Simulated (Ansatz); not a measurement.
This script for Ansatz's Python interface starts 3 runs on CsYbBr₃, space group Pm-3m. What input does the engine get in each?

`edit_csybbr3.py`
```python
"""Editing single keys of the input for CsYbBr3."""

import warnings

import ansatz
import pandas as pd

warnings.simplefilter("ignore", ansatz.DeckWarning)

system = (
    ansatz.Lattice.of([5.737309, 0.0, 0.0], [0.0, 5.737309, 0.0], [0.0, 0.0, 5.737309])
    .atom("Cs", [0.0, 0.0, 0.0])
    .atom("Yb", [0.5, 0.5, 0.5])
    .atom("Br", [0.0, 0.5, 0.5])
    .atom("Br", [0.5, 0.5, 0.0])
    .atom("Br", [0.5, 0.0, 0.5])
)

model = (
    system.calculation()
    .basis(470, xc_grid=3)
    .functional("pbesol", dispersion="d4")
    .mixing("anderson")
    .eigensolver("auto", full_accuracy=True)
    .kpoints(3, 3, 3, center="gamma")
    .occupations("cold", width=0.1)
    .band_table()
)
typed = model.input()
rows = []
for value in [0.1, 0.3, 0.6]:
    edited = typed.set(ansatz.key.scf.mixing.beta, value)
    report = ansatz.Session.from_dict(edited).plan().execute().report
    rows.append((value, report["free_energy_ev"], report["n_iterations"], len(report["eigenvalues_ev"][0]) if "eigenvalues_ev" in report else 0))
print(pd.DataFrame(rows, columns=["beta", "F eV", "iterations", "bands listed"]).round(4).to_string(index=False))
print(edited.to_yaml())
```

Run 1:
```yaml
crystal:
  lattice:
    - [5.737309, 0.0, 0.0]
    - [0.0, 5.737309, 0.0]
    - [0.0, 0.0, 5.737309]
  atoms:
    - { symbol: Cs, position: [0.0, 0.0, 0.0] }
    - { symbol: Yb, position: [0.5, 0.5, 0.5] }
    - { symbol: Br, position: [0.0, 0.5, 0.5] }
    - { symbol: Br, position: [0.5, 0.5, 0.0] }
    - { symbol: Br, position: [0.5, 0.0, 0.5] }
basis:
  ecutwfc: 470.0
  xc_grid: 3
kpoints:
  mp_grid:
    grid: [3, 3, 3]
    shift: [0.0, 0.0, 0.0]
hamiltonian:
  xc: pbesol
  dispersion: d4
scf:
  mixing:
    algorithm: anderson
    beta: 0.1
  occupations:
    method: cold
    width: 0.1
  eigensolver:
    kind: auto
    full_accuracy: true
output:
  eigenvalues: true
```

Run 2, against run 1:
```diff
-    beta: 0.1
+    beta: 0.3
```

Run 3, against run 1:
```diff
-    beta: 0.1
+    beta: 0.6
```

`python edit_csybbr3.py` gives:
```text
 beta        F eV  iterations  bands listed
  0.1 -27481.7015          45            39
  0.3 -27481.7015          23            33
  0.6 -27481.7015          27            39
crystal:
  lattice:
    - [5.737309, 0.0, 0.0]
    - [0.0, 5.737309, 0.0]
    - [0.0, 0.0, 5.737309]
  atoms:
    - { symbol: Cs, position: [0.0, 0.0, 0.0] }
    - { symbol: Yb, position: [0.5, 0.5, 0.5] }
    - { symbol: Br, position: [0.0, 0.5, 0.5] }
    - { symbol: Br, position: [0.5, 0.5, 0.0] }
    - { symbol: Br, position: [0.5, 0.0, 0.5] }
basis:
  ecutwfc: 470.0
  xc_grid: 3
kpoints:
  mp_grid:
    grid: [3, 3, 3]
    shift: [0.0, 0.0, 0.0]
hamiltonian:
  xc: pbesol
  dispersion: d4
scf:
  mixing:
    algorithm: anderson
    beta: 0.6
  occupations:
    method: cold
    width: 0.1
  eigensolver:
    kind: auto
    full_accuracy: true
output:
  eigenvalues: true
```

These settings explore the input space; cutoff and mesh may be short of convergence. Semilocal functionals put the nearly full 4f shell of Yb too close to the Fermi level. The structure comes from a database of computed cells and needn't be a stable or known phase. Run time: 18 s on 1 thread of Intel(R) Xeon(R) 6975P-C (Granite Rapids), on a shared host, peak memory 0.63 GiB.

(Lines on the test bed's own set-up are left out of the output.)
